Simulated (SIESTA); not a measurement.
Ni3Au:

```xyz
4
Lattice="-1.8369 1.8369 3.7408 1.8369 -1.8369 3.7408 1.8369 1.8369 -3.7408" Properties=species:S:1:pos:R:3 pbc="T T T"
Au    0.0000    0.0000    0.0000
Ni    0.0000    0.0000    3.7408
Ni    1.8369    0.0000    1.8704
Ni    0.0000    1.8369    1.8704
```

The cell comes from a database or a generator and needn't be the stable form of this composition.

| Quantity | Value |
| --- | --- |
| Program | SIESTA 5.4.2 |
| Task | single point |
| Functional | PBEsol |
| Potentials or basis | PseudoDojo 0.4 standard (PBEsol files) |
| Basis | DZP (energy shift 0.003 Ry; two zetas on semicore shells) |
| Grid cutoff | 800 Ry |
| Energy shift | 0.003 Ry |
| k mesh | 10 × 10 × 10 |
| Occupations | fermi-dirac, width 0.05 eV |
| Spin | collinear spin, ferromagnetic start |
| Starting moments | [0.0, 1.0, 1.0, 1.0] μB |

On this cell: pressure -8.8 GPa; largest force under 0.003 eV/Å; net moment 1.74 μB per cell; site moments Au +0.01; Ni +0.58 μB; band gap on the k mesh none (metal or under the smearing width).

The same run follows on a disturbed copy (atoms moved at random, drawn with an rms of 0.05 Å):

```
Au Ni
1.0
    -1.83687    1.83687    3.74085
     1.83687   -1.83687    3.74085
     1.83687    1.83687   -3.74085
Au Ni
1 3
Direct
  0.01524 0.01211 0.01874
  0.49669 0.49194 0.98423
  0.25224 0.76246 0.50643
  0.75210 0.25532 0.49709
```

What changes?

The energy (extrapolated to zero smearing) moves by +11.0 meV/atom; pressure -8.1 GPa; largest force 0.920 eV/Å; net moment 1.74 μB per cell; site moments Au +0.01; Ni +0.58 μB; band gap on the k mesh none (metal or under the smearing width).

Forces on the atoms (eV/Å):
```
Au  -0.568 -0.722  0.054
Ni   0.605  0.467  0.090
Ni  -0.167  0.118 -0.075
Ni   0.130  0.135 -0.068
```

Stress tensor (GPa, compression positive):
```
-7.51  0.44 -0.52
 0.44 -7.56  0.10
-0.52  0.10 -9.36
```

Caveats: short orbitals over semicore shells can move pressures by several GPa; the basis of atomic orbitals isn't converged, which shifts pressures, moduli and gaps.
